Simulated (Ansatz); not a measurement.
**Al2Ru: phonon spectrum**

The task, for Al2Ru: tighten the relaxation for response calculations and test dynamical stability over the zone.

Method: DFT PBEsol, scalar-relativistic, plane waves, PAW, in Ansatz 0.2.0.

1 further run of the same task is left out (set aside as unsound or not needed).

## 1. The starting structure

It takes space group Fddd (No. 70, orthorhombic). The conventional cell has a = 4.701 Å, b = 7.975 Å, c = 8.770 Å, α = 90.00°, β = 90.00°, γ = 90.00°. Around Al (site symmetry 2) lie 5 Ru at 2.57 to 2.72 Å and 5 Al at 2.59 to 2.73 Å. Ru (site symmetry 222) is surrounded by 10 Al at 2.57 to 2.72 Å.

Coordinates:

```
CELL_PARAMETERS angstrom
0.00000 3.98765 4.38508
2.35057 0.00000 4.38508
2.35057 3.98765 0.00000
ATOMIC_POSITIONS crystal
Al 0.07895 0.42105 0.07895
Al 0.42105 0.07895 0.42105
Al 0.17105 0.82895 0.17105
Al 0.82895 0.17105 0.82895
Ru 0.75000 0.75000 0.75000
Ru 0.50000 0.50000 0.50000
```

It goes back to an entry of the Materials Project, which need not be the stable form.

It is the result of an earlier relaxation at this level (volume 13.70 Å³/atom; gap on the mesh: 0.08 eV).

## 2. Tight relaxation for the response runs

The response runs start from a cell at rest, found with their own mesh and filling of the bands.

File input.yaml:

```yaml
crystal:
  lattice:
    - [0.0, 3.9876479934, 4.3850793244]
    - [2.3505691334, 0.0, 4.3850793244]
    - [2.3505691334, 3.9876479934, 0.0]
  atoms:
    - { symbol: Al, position: [0.0789481731, 0.4210518269, 0.0789481731] }
    - { symbol: Al, position: [0.4210518269, 0.0789481731, 0.4210518269] }
    - { symbol: Al, position: [0.1710518269, 0.8289481731, 0.1710518269] }
    - { symbol: Al, position: [0.8289481731, 0.1710518269, 0.8289481731] }
    - { symbol: Ru, position: [0.75, 0.75, 0.75] }
    - { symbol: Ru, position: [0.5, 0.5, 0.5] }
basis:
  ecutwfc: 420
kpoints:
  mp_grid: { grid: [12, 12, 12] }
hamiltonian:
  xc: pbesol
scf:
  occupations: { method: gaussian, width: 0.01 }
output:
  forces: true
  stress: true
  eigenvalues: true
relax:
  adjacent_minimum: "off"
  f_tol: 0.001
  max_steps: 60
  cell: { stress_tol: 0.01 }
```

Run with:

```sh
ansatz run input.yaml --threads 8 --pin off --max-ram 22528MiB --backend cpu --events-out ev --progress --plain --runs-dir out
```

Log, shortened:

```text
Warning: RAYON_NUM_THREADS=8 ignored (pool sized by the plan → 8); use --threads N
[...]
Pseudopotentials: kind: paw
Pseudopotential: Al, paw, valence charge 3, recommended cutoff 420 eV (normal), Al.paw.azcp
Pseudopotential: Ru, paw, valence charge 16, recommended cutoff 420 eV (normal), Ru.paw.azcp
Functional definition: PBEsol
[...]
Crystal: 6 atoms, lattice volume = 82.205 Å³
Basis set: ecut = 420 eV, 1621 PW (Γ), exchange–correlation on 80×72×64 points (8 copies of the dense FFT grid, shifted against one another)
Bands: 28, of which v1, the nominal top of the filled ones, is band 22 counted from 1 (21 counted from 0)
Symmetry: 8 space group operations
Space group: Fddd (ITA 70), of the structure as read, at distance tolerance 4.3e-5 Å
k-points: 280 of 1728
[...]
SCF iter   1: F=—  HF=-13735.326839 eV  |F-HF|=—  |Δ(HF+E_count)|=         —  Δρ=6.56e-3  dr2=3.82e-2  ethr=1.77e-3  ⟨swp⟩=7.2  Hψ=37386  notcnv=0
[...]
relax step   1: F+E_penalty+E_count = -13735.32029063 eV  Δ(F+E_penalty+E_count) = +0.000e0 eV  max|allowed force component| = 1.969e-3 eV/Å  Δτ_max = 0.0000 Å  P = +0.004 GPa  Ω = 82.205 Å³  (6 SCF iters, dr2 threshold 1.00e-7 eV, accepted)
[...]
SCF converged after 8 iterations
Free energy (F): -13735.320291 eV
[...]
E sigma→0 (E₀):  -13735.320291 eV
Fermi energy:    14.169131 eV
[...]
--- Forces (eV/Å), atoms counted from 1 ---
  atom   1  Al     0.00000000    -0.00048247     0.00000000
  atom   2  Al     0.00000000     0.00048247     0.00000000
  atom   3  Al     0.00000000     0.00048247     0.00000000
  atom   4  Al     0.00000000    -0.00048247     0.00000000
  atom   5  Ru     0.00000000     0.00000000     0.00000000
  atom   6  Ru     0.00000000     0.00000000     0.00000000
[...]
--- Stress (GPa, compression-positive) ---
        0.005067       0.000000       0.000000
        0.000000      -0.003403       0.000000
        0.000000       0.000000      -0.006609
  P = ⅓ Tr σ = -0.0016 GPa (-0.016 kbar)
--- Band table (eV; the first three rows and the last of 280) ---
[...]
--- Relaxed structure (2 steps of the walk, 2 accepted, 1 SCFs on fresh bases) ---
  F+E_penalty+E_count = -13735.32029118 eV   max|allowed force component| = 4.825e-4 eV/Å   (the final SCF, on the basis selected at the relaxed cell)
  cell:  # Å, volume = 82.2083 Å³
    - [0.0, 3.9878161342080998, 4.384969432574307]
    - [2.3506280289163834, 0.0, 4.384969432574307]
    - [2.3506280289163834, 3.9878161342080998, 0.0]
  atoms:
    - { symbol: Al, position: [0.07893075752794701, 0.4210692424720529, 0.07893075752794707] }
    - { symbol: Al, position: [0.4210692424720529, 0.07893075752794707, 0.4210692424720529] }
    - { symbol: Al, position: [0.17106924247205296, 0.828930757527947, 0.17106924247205307] }
    - { symbol: Al, position: [0.828930757527947, 0.17106924247205285, 0.8289307575279472] }
    - { symbol: Ru, position: [0.75, 0.75, 0.75] }
    - { symbol: Ru, position: [0.4999999999999999, 0.5, 0.5] }
```

It took 17 s on 8 threads of Arm Neoverse V1, shared host; peak memory 0.84 GiB.

The steps of the relaxation:

| step | energy from step 1 (eV/cell) | largest force component (eV/Å) | pressure (GPa) | volume (Å³) |
| --- | --- | --- | --- | --- |
| 1 | 0.0000 | 0.0020 | 0.00 | 82.20 |
| 2 | 0.0000 | 0.0005 | 0.00 | 82.21 |
| 3 | 0.0000 | 0.0005 | 0.00 | 82.21 |

Step 1 is the start. Step 3 repeats the geometry before it on a plane-wave basis chosen anew for that cell, so its energy need not be comparable with the rows above.

Lengths and angles in the start's conventional setting:

|  | before | after | change |
| --- | --- | --- | --- |
| a (Å) | 4.701 | 4.701 | 0.0 % |
| b (Å) | 7.975 | 7.976 | 0.0 % |
| c (Å) | 8.770 | 8.770 | 0.0 % |
| volume (Å³/atom) | 13.70 | 13.70 | 0.0 % |
| shortest distance (Å) | 2.566 | 2.566 | 0.0 % |
| space group (0.01 Å) | Fddd | Fddd | same |

The run keeps the 8 symmetry operations of the start, so it could not have lowered the symmetry.

## 3. Force constants and dispersion

File input.yaml:

```yaml
crystal:
  lattice:
    - [0.0, 3.9878161342, 4.3849694326]
    - [2.3506280289, 0.0, 4.3849694326]
    - [2.3506280289, 3.9878161342, 0.0]
  atoms:
    - { symbol: Al, position: [0.0789307575, 0.4210692425, 0.0789307575] }
    - { symbol: Al, position: [0.4210692425, 0.0789307575, 0.4210692425] }
    - { symbol: Al, position: [0.1710692425, 0.8289307575, 0.1710692425] }
    - { symbol: Al, position: [0.8289307575, 0.1710692425, 0.8289307575] }
    - { symbol: Ru, position: [0.75, 0.75, 0.75] }
    - { symbol: Ru, position: [0.5, 0.5, 0.5] }
basis:
  ecutwfc: 420
kpoints:
  mp_grid: { grid: [12, 12, 12] }
hamiltonian:
  xc: pbesol
scf:
  occupations: { method: gaussian, width: 0.01 }
output:
  eigenvalues: true
phonons:
  method: dfpt
  qmesh: [4, 4, 4]
  temperatures: { t_max: 1000, t_step: 25 }
  qpath:
    path:
      - [[0.0, 0.0, 0.0], [0.5, 0.0, 0.5], [1.0, 0.5, 0.5], [0.5, 0.5, 0.0], [0.0, 0.0, 0.0], [0.0, 0.40870493, 0.40870493]]
      - [[1.0, 0.59129507, 0.59129507], [1.0, 0.5, 0.5]]
      - [[0.5, 0.0, 0.5], [0.5, 0.23497783, 0.73497783]]
      - [[0.5, 0.76502217, 0.26502217], [0.5, 0.5, 0.0]]
    npoints: 8
```

Run with:

```sh
ansatz run input.yaml --threads 8 --pin off --max-ram 22528MiB --backend cpu --events-out ev --progress --plain --runs-dir out
```

Log:

```text
Warning: phonons: the dynamical matrix that this run interpolates holds no multipole term above the dipole-dipole one, and a site of this crystal is no centre of inversion, so its interpolated transverse optical and acoustic branches and sound speeds can stay off near Gamma, and the density of states and the thermodynamics with them. What a run solves at a wave vector of phonons.qpoints, Gamma apart, where the deck admits one, is free of this, and under fd what a larger phonons.supercell samples
Warning: RAYON_NUM_THREADS=8 ignored (pool sized by the plan → 8); use --threads N
Engine: ansatz 0.2.0, aarch64-unknown-linux-gnu
[... 4 set-up lines as earlier in the session ...]
  exchange = pbesol_x
  correlation = pbesol_c
Crystal: 6 atoms, lattice volume = 82.208 Å³
Basis set: ecut = 420 eV, 1621 PW (Γ), exchange–correlation on 80×80×80 points (8 copies of the dense FFT grid, shifted against one another)
Bands: 28, of which v1, the nominal top of the filled ones, is band 22 counted from 1 (21 counted from 0)
[... 1 set-up line as earlier in the session ...]
k-points: 280 of 1728
Non-local potential: Al, projectors of the file, l = 0: 2, l = 1: 2, l = 2: 1
Non-local potential: Ru, projectors of the file, l = 0: 3, l = 1: 2, l = 2: 2, l = 3: 1
PAW form: soft (Blöchl's): semilocal exchange-correlation on the pseudo side does not see the compensation charge
PAW frozen core: Al, regenerated for the run's functional, and the local potential with it (the file was generated under x = pbe(κ = 0.804, μ = 0.2195149727645171), c = pbe(β = 0.06672455060314922))
PAW frozen core: Ru, regenerated for the run's functional, and the local potential with it (the file was generated under x = pbe(κ = 0.804, μ = 0.2195149727645171), c = pbe(β = 0.06672455060314922))
PAW one-centre angular grid: Al, 110 points (default); XC on 64 Gauss nodes
PAW one-centre angular grid: Ru, 590 points (default); XC on 64 Gauss nodes
Initial density: superposition of atomic densities (neutral atoms: chi_scale 0, normalization atom), corrected by the library's trained network
Initial wavefunctions: pseudopotential atomic-orbital guess
Functional: x = pbesol(κ = 0.804, μ = 0.12345679012345678), c = pbesol(β = 0.046)
SCF iter   1: F=—  HF=-13735.326813 eV  |F-HF|=—  |Δ(HF+E_count)|=         —  Δρ=6.56e-3  dr2=3.82e-2  ethr=1.77e-3  ⟨swp⟩=7.2  Hψ=37396  notcnv=0
preconditioner: auto → none  [insulator: Δε(μ)=0.158 eV  Ē_g=6.547 eV  σ=0.010 eV  W_gap=1.00  n_scr=16 (ndim 8)  ℏωp=21.7 eV  f_vac=0.000  D(μ)=0.00/eV (n_scr^D=0)  ε∞_Penn≈12.0]
SCF iter   2: F=—  HF=-13735.320369 eV  |F-HF|=—  |Δ(HF+E_count)|=   6.44e-3  Δρ=1.90e-3  dr2=1.40e-3  ethr=8.68e-5  ⟨swp⟩=3.0  Hψ=15353  notcnv=0  defer=402
SCF iter   3: F=—  HF=-13735.320281 eV  |F-HF|=—  |Δ(HF+E_count)|=   8.81e-5  Δρ=6.07e-4  dr2=8.97e-5  ethr=3.18e-6  ⟨swp⟩=2.3  Hψ=12665  notcnv=0  defer=403
[... 4 lines left out ...]
SCF iter   8: F=-13735.320291 eV  HF=-13735.320291 eV  |F-HF|=3.64e-12  |Δ(HF+E_count)|=  1.82e-12  Δρ=3.55e-8  dr2=5.50e-13  ethr=1.00e-12  ⟨swp⟩=8.6  Hψ=33739  notcnv=0
SCF 1 converged in 8 iterations: F = -13735.320291 eV  dr2 = 5.50e-13
[... 3 lines left out ...]
eigensolver tolerance schedule: the retry pair's looser diagonalisation over-reported the residual by 6963478.45 of it (diagonalisation noise at an unbounded share of the residual, at the tolerance the schedule requests for it); recorded, not acted on — ethr = c·dr2/N_el stays at c = 1.0e-1
[... 11 lines left out ...]
SCF 2 converged in 7 iterations: F = -13735.320291 eV  dr2 = 3.98e-16
k-points: 868 of 1728 (irreducible under 1 space group operation, time reversal used)
[... 2 lines left out ...]
[... 186 lines left out ...]
  q = [0.0000, -0.5000, -0.5000] (star 1, 6 solved perturbations in 2268 linear systems a pass and spin channel, the states on 476 of 1728 k-point pairs; hermiticity 1.35e-6, symmetrization 6.29e-7): 162.79 162.79 163.95 163.95 201.96 201.96 226.71 226.71 273.57 273.57 285.45 285.45 341.06 341.06 393.79 393.79 432.78 432.78
  q = [0.2500, 0.0000, 0.2500] (star 2, 6 solved perturbations in 4158 linear systems a pass and spin channel, the states on 876 of 1728 k-point pairs; hermiticity 9.42e-7, symmetrization 2.37e-7): 68.83 80.35 138.76 139.79 171.67 214.87 226.85 238.64 246.11 268.26 294.12 300.87 353.54 374.54 379.52 383.68 426.51 461.68
  q = [0.2500, 0.0000, -0.5000] (star 8, 9 solved perturbations on 1728 of 1728 k-point pairs: no pair is spared here; hermiticity 6.32e-7, symmetrization 3.80e-14): 129.64 144.95 159.22 172.71 187.87 199.42 204.65 233.64 240.49 253.76 299.15 318.62 326.29 341.79 382.64 406.22 425.38 459.05
  q = [0.2500, 0.0000, -0.2500] (star 4, 9 solved perturbations on 936 of 1728 k-point pairs; hermiticity 2.68e-5, symmetrization 1.10e-5): 137.04 151.41 161.54 168.90 192.28 206.06 213.11 228.79 238.26 267.91 301.29 322.58 346.26 349.13 363.42 393.09 416.28 458.31
  q = [0.2500, 0.2500, 0.0000] (star 2, 6 solved perturbations in 4338 linear systems a pass and spin channel, the states on 936 of 1728 k-point pairs; hermiticity 3.69e-6, symmetrization 1.84e-6): 62.56 79.83 138.13 164.38 181.77 204.23 228.64 237.35 242.64 242.82 301.45 307.53 346.79 372.27 386.02 389.96 413.45 452.27
  q = [0.2500, 0.2500, -0.5000] (star 4, 6 solved perturbations in 7992 linear systems a pass and spin channel, the states on 1728 of 1728 k-point pairs; hermiticity 1.84e-5, symmetrization 7.63e-6): 150.62 156.80 160.32 174.00 196.86 203.41 207.65 220.56 251.24 255.47 302.43 307.54 335.11 354.80 379.30 397.25 432.12 440.41
  q = [0.2500, 0.2500, -0.2500] (star 8, 9 solved perturbations on 1728 of 1728 k-point pairs: no pair is spared here; hermiticity 6.51e-7, symmetrization 1.63e-14): 123.86 132.10 172.31 179.93 199.79 207.26 216.04 229.70 244.00 257.05 308.80 326.56 337.26 364.63 378.76 388.07 407.04 437.97
  q = [0.2500, -0.5000, -0.2500] (star 2, 6 solved perturbations in 4158 linear systems a pass and spin channel, the states on 876 of 1728 k-point pairs; hermiticity 7.30e-7, symmetrization 3.39e-7): 148.29 148.29 170.12 170.12 216.30 216.30 219.65 219.65 250.22 250.22 308.62 308.62 339.01 339.01 399.05 399.05 419.81 419.81
  q = [0.2500, -0.2500, -0.5000] (star 2, 6 solved perturbations in 4338 linear systems a pass and spin channel, the states on 936 of 1728 k-point pairs; hermiticity 8.07e-6, symmetrization 8.59e-6): 148.88 148.88 163.37 163.37 203.83 203.83 210.13 210.13 269.47 269.47 286.18 286.18 343.58 343.58 397.61 397.61 436.98 436.98
  q = [-0.5000, 0.0000, -0.5000] (star 1, 6 solved perturbations in 2268 linear systems a pass and spin channel, the states on 476 of 1728 k-point pairs; hermiticity 2.19e-6, symmetrization 1.06e-6): 125.46 125.46 140.46 140.46 210.14 210.14 214.76 214.76 258.45 258.45 283.22 283.22 370.38 370.38 379.00 379.00 444.84 444.84
  q = [-0.5000, 0.2500, -0.2500] (star 2, 6 solved perturbations in 4338 linear systems a pass and spin channel, the states on 936 of 1728 k-point pairs; hermiticity 2.30e-5, symmetrization 5.82e-6): 156.65 156.65 172.02 172.02 190.37 190.37 225.97 225.97 237.87 237.87 314.22 314.22 338.67 338.67 392.57 392.57 433.85 433.85
  q = [-0.5000, -0.5000, 0.0000] (star 1, 6 solved perturbations in 2268 linear systems a pass and spin channel, the states on 476 of 1728 k-point pairs; hermiticity 2.79e-6, symmetrization 1.38e-6): 111.28 111.28 169.88 169.88 215.03 215.03 225.87 225.87 243.45 243.45 323.22 323.22 335.57 335.57 401.32 401.32 412.91 412.91
  sum rule: each row above includes the acoustic sum rule's correction from the zone centre's row sums; it moved no ω² by more than (0.32 cm⁻¹)²
  mesh force constants: q→R imaginary residual 6.82e-19; ASR residual 3.094e-5 → 0.000e0 eV/Å²; symmetrization residual 1.421e-14 eV/Å²
  interpolated dispersion: 69 rows × 18 modes
  density of states and harmonic sums: on the 20×20×20 q-mesh, interpolated from the force constants of a 4×4×4 supercell (with the dipole–dipole term)
  largest difference from the sums on the solved wave vectors: F 1.16e-2 eV, S 1.56e-5 and C_V 3.99e-6 eV/K
  zero-point energy: 0.302905 eV/cell   skipped modes (ω ≤ 0): 3   left out of the sums: 2.08e-5 of the cell's modes: C_V's classical limit lies that fraction below 3 k_B per atom; for a crystal, a wire or a layer, F and S can be off by more, and a phonons.interpolated_qmesh denser along its periods is the remedy for the sampling
```

Run time: 80 min. Hardware: 8 threads of Arm Neoverse V1, shared host; peak memory 8.6 GiB.

Frequencies at the path's corners, from the force constants of the 4×4×4 mesh (cm⁻¹):

```
point                                                              frequencies
    Y  126 126 140 140 210 210 215 215 258 258 283 283 370 370 379 379 445 445
    T  163 163 164 164 202 202 227 227 274 274 286 286 341 341 394 394 433 433
    Z  111 111 170 170 215 215 226 226 244 244 323 323 336 336 401 401 413 413
   Σ0  157 157 162 171 182 208 219 246 270 274 293 305 320 363 367 369 434 457
   U0  157 157 162 171 182 208 219 246 270 274 293 305 320 363 367 369 434 457
   C0  158 158 174 174 186 186 223 223 239 239 315 315 335 335 393 393 437 437
   A0  158 158 174 174 186 186 223 223 239 239 315 315 335 335 393 393 437 437
```

Phonon density of states in bins of 20 cm⁻¹:

(bin centre (cm⁻¹), share of modes (%)): (10, 0.0), (30, 0.1), (50, 0.2), (70, 0.5), (90, 1.0), (110, 1.8), (130, 3.2), (150, 6.2), (170, 9.0), (190, 6.2), (210, 9.7), (230, 6.5), (250, 7.7), (270, 3.4), (290, 3.6), (310, 5.2), (330, 5.7), (350, 6.8), (370, 3.9), (390, 6.2), (410, 4.6), (430, 3.5), (450, 4.0), (470, 0.8)

Harmonic thermodynamics from phthermo.tsv, per atom:

| T (K) | F_vib (meV) | S (k_B) | C_V (k_B) |
| --- | --- | --- | --- |
| 0 | 50.5 | 0.00 | 0.00 |
| 25 | 50.5 | 0.01 | 0.03 |
| 50 | 50.4 | 0.08 | 0.27 |
| 75 | 50.0 | 0.27 | 0.69 |
| 100 | 49.2 | 0.53 | 1.12 |
| 125 | 47.7 | 0.82 | 1.48 |
| 150 | 45.6 | 1.12 | 1.78 |
| 175 | 42.9 | 1.41 | 2.00 |
| 200 | 39.6 | 1.69 | 2.18 |
| 225 | 35.7 | 1.95 | 2.32 |
| 250 | 31.2 | 2.20 | 2.42 |
| 275 | 26.2 | 2.44 | 2.51 |
| 300 | 20.7 | 2.66 | 2.58 |
| 325 | 14.7 | 2.87 | 2.63 |
| 350 | 8.3 | 3.07 | 2.68 |
| 375 | 1.5 | 3.25 | 2.72 |
| 400 | -5.7 | 3.43 | 2.75 |
| 425 | -13.2 | 3.60 | 2.78 |
| 450 | -21.2 | 3.75 | 2.80 |
| 475 | -29.4 | 3.91 | 2.82 |
| 500 | -38.0 | 4.05 | 2.84 |
| 525 | -46.9 | 4.19 | 2.85 |
| 550 | -56.0 | 4.32 | 2.86 |
| 575 | -65.5 | 4.45 | 2.87 |
| 600 | -75.2 | 4.57 | 2.88 |
| 625 | -85.2 | 4.69 | 2.89 |
| 650 | -95.4 | 4.80 | 2.90 |
| 675 | -105.9 | 4.91 | 2.91 |
| 700 | -116.6 | 5.02 | 2.91 |
| 725 | -127.5 | 5.12 | 2.92 |
| 750 | -138.7 | 5.22 | 2.92 |
| 775 | -150.0 | 5.32 | 2.93 |
| 800 | -161.6 | 5.41 | 2.93 |
| 825 | -173.3 | 5.50 | 2.94 |
| 850 | -185.3 | 5.59 | 2.94 |
| 875 | -197.4 | 5.67 | 2.94 |
| 900 | -209.7 | 5.76 | 2.95 |
| 925 | -222.2 | 5.84 | 2.95 |
| 950 | -234.9 | 5.92 | 2.95 |
| 975 | -247.7 | 5.99 | 2.96 |
| 1000 | -260.7 | 6.07 | 2.96 |

## 4. Results

```
                                                quantity                   value
highest frequency on the q mesh (Γ without the LO field)                470 cm⁻¹
                                       zero-point energy           50.5 meV/atom
                                      S and C_V at 300 K  2.66 and 2.58 k_B/atom
```

**Reading.** On the 4×4×4 q mesh all modes are real. At 300 K the heat capacity has reached 86 % of the Dulong–Petit value.
